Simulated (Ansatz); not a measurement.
# InSi2H7 (SMILES [SiH3][SiH2][InH2]): BCCD(T)/def2-SVP (core potential)

Aim: the vertical ionisation energy of InSi2H7 at BCCD(T)/def2-SVP (core potential), from 2 runs. 

The calculation is run with Ansatz 0.2.0.

54 further runs of the same task are left out: 54 set aside as unsound or not needed.

## Step 1: The structure to begin with

InSi2H7: 10 atoms, total charge 0, spin state singlet. SMILES: `[SiH3][SiH2][InH2]`. The coordinates come from a PBE0-D4/def2-TZVP relaxation.

Bond lengths: Si1–Si2 2.339 Å, Si2–In3 2.571 Å, Si1–H4 1.488 Å, Si1–H5 1.489 Å, Si1–H6 1.489 Å, Si2–H7 1.491 Å, Si2–H8 1.492 Å, In3–H9 1.728 Å, In3–H10 1.728 Å. Some angles: Si1–Si2–In3 110.2°, Si1–Si2–H7 108.2°, Si1–Si2–H8 107.8°, In3–Si2–H7 111.9°, In3–Si2–H8 111.1°, Si2–Si1–H4 112.1°, Si2–Si1–H5 109.8°, Si2–Si1–H6 109.8°, Si2–In3–H9 121.0°, Si2–In3–H10 120.2°.

## Step 2: The energy at BCCD(T)/def2-SVP (core potential)

Contents of molecule.yaml:

```yaml
crystal:
  periodic: [false, false, false]
  atoms:
    - {symbol: Si, position_ang: [-1.450900, 0.732300, -0.821600]}
    - {symbol: Si, position_ang: [0.023100, -0.982700, -0.222400]}
    - {symbol: In, position_ang: [1.884800, -0.062700, 1.293100]}
    - {symbol: H, position_ang: [-2.541100, 0.248700, -1.711500]}
    - {symbol: H, position_ang: [-0.707700, 1.812100, -1.527500]}
    - {symbol: H, position_ang: [-2.065700, 1.320500, 0.400500]}
    - {symbol: H, position_ang: [-0.761300, -2.056900, 0.451800]}
    - {symbol: H, position_ang: [0.588700, -1.557900, -1.477300]}
    - {symbol: H, position_ang: [1.761400, -0.160900, 3.013900]}
    - {symbol: H, position_ang: [3.268800, 0.707500, 0.601100]}
basis:
  gaussian:
    orbitals: def2-SVP
correlation:
  method: bccd_t
  frozen_orbitals: {H: 0, In: 4, Si: 5}
accuracy: high
scf:
  omitted_lower_state_checks: [cluster_reference, increment]
```

Run with:

```sh
ansatz run molecule.yaml --threads 1 --pin off --max-ram 3480MiB --events-out events.jsonl --progress --plain --runs-dir runs
```

Output (excerpt; [...] marks lines left out):

```text
Warning: RAYON_NUM_THREADS=1 ignored (pool sized by the plan → 1); use --threads N
Functional definition: HF
  name "HF"
[...]
2240 factors; integrals over basis functions are off by at most 8.6e-9 eV
[...]
mean field -20978.06763090 eV, -770.9297659906 hartree, gradient 4.4e-8 eV, S^2 0.000000; 0 other end points of the search recorded, 0 dependent functions left out
14 core orbitals not correlated: weight in the atoms' cores, before any rotation towards them, 1.000 or more for the frozen orbitals, at most 0.000 for the correlated occupied ones
reference -20978.06763090 eV, -770.9297659906 hartree; 14, 14 occupied and 69, 69 virtual orbitals, 2240 factors
second order -8.10499638 eV of doubles, -0.00000000 eV of singles
cycle   1  -9.34538025 eV  change    -1.2e0 eV  update   9.0e-2
[...]
cycle  21  -9.80498515 eV  change    1.3e-9 eV  update   2.5e-9
perturbative correction -0.29116342 eV, -0.0107000584 hartree
Total energy: -20988.16377948 eV, -771.3007926074 hartree
Checks for a lower state left out: cluster_reference, increment
```

Run time: 35 s. Hardware: 1 thread of Arm Neoverse V1, shared host; peak memory 0.83 GiB.

## Step 3: The doublet cation, same level

Contents of job.yaml:

```yaml
crystal:
  periodic: [false, false, false]
  atoms:
    - {symbol: Si, position_ang: [-1.450900, 0.732300, -0.821600]}
    - {symbol: Si, position_ang: [0.023100, -0.982700, -0.222400]}
    - {symbol: In, position_ang: [1.884800, -0.062700, 1.293100]}
    - {symbol: H, position_ang: [-2.541100, 0.248700, -1.711500]}
    - {symbol: H, position_ang: [-0.707700, 1.812100, -1.527500]}
    - {symbol: H, position_ang: [-2.065700, 1.320500, 0.400500]}
    - {symbol: H, position_ang: [-0.761300, -2.056900, 0.451800]}
    - {symbol: H, position_ang: [0.588700, -1.557900, -1.477300]}
    - {symbol: H, position_ang: [1.761400, -0.160900, 3.013900]}
    - {symbol: H, position_ang: [3.268800, 0.707500, 0.601100]}
basis:
  gaussian: {orbitals: def2-SVP}
total_charge: 1
magnetization: {spin_polarized: true, initial_magnetization: 1}
correlation: {method: bccd_t, frozen_orbitals: {H: 0, In: 4, Si: 5}}
accuracy: high
scf: {omitted_lower_state_checks: [cluster_reference, increment]}
```

Run with:

```sh
ansatz run job.yaml --threads 1 --pin off --max-ram 3480MiB --events-out events.jsonl --progress --plain --runs-dir runs
```

Output (excerpt; [...] marks lines left out):

```text
Warning: RAYON_NUM_THREADS=1 ignored (pool sized by the plan → 1); use --threads N
[... 2 set-up lines as earlier in the session ...]
[...]
2236 factors; integrals over basis functions are off by at most 8.6e-9 eV
[...]
mean field -20969.50207963 eV, -770.6149877874 hartree, gradient 2.1e-8 eV, S^2 0.772374; 5 other end points of the search recorded, 0 dependent functions left out
14 core orbitals not correlated: weight in the atoms' cores, before any rotation towards them, 1.000 or more for the frozen orbitals, at most 0.000 for the correlated occupied ones
reference -20969.50207963 eV, -770.6149877874 hartree; 14, 13 occupied and 69, 70 virtual orbitals, 2236 factors
second order -7.56737316 eV of doubles, -0.00000000 eV of singles
cycle   1  -8.82359302 eV  change    -1.3e0 eV  update   9.7e-2
[...]
cycle  32  -9.33145529 eV  change  -9.6e-10 eV  update   2.7e-9
perturbative correction -0.29065534 eV, -0.0106813866 hartree
Total energy: -20979.12419025 eV, -770.9685938307 hartree
Checks for a lower state left out: cluster_reference, increment
```

Wall time 2.6 min (1 thread of Arm Neoverse V1, shared host); peak memory 1.6 GiB.

## Step 4: What came out

At BCCD(T)/def2-SVP (core potential), 14 core orbitals frozen:

```
                                                     quantity          value
                                singlet InSi2H7: total energy  -771.30079 Eh
singlet InSi2H7: correlation energy (14 core orbitals frozen)     -371.0 mEh
                              singlet InSi2H7: (T) correction     -10.70 mEh
                                 doublet cation: total energy  -770.96859 Eh
 doublet cation: correlation energy (14 core orbitals frozen)     -353.6 mEh
                               doublet cation: (T) correction     -10.68 mEh
            doublet cation: ⟨S²⟩ of the reference determinant          0.772
           vertical ionisation energy (to the doublet cation)       9.040 eV
```

The vertical ionisation energy comes to 9.04 eV (208 kcal/mol). The triples (singlet InSi2H7) make up 2.9 % of the correlation energy. The triples (doublet cation) make up 3.0 % of the correlation energy.
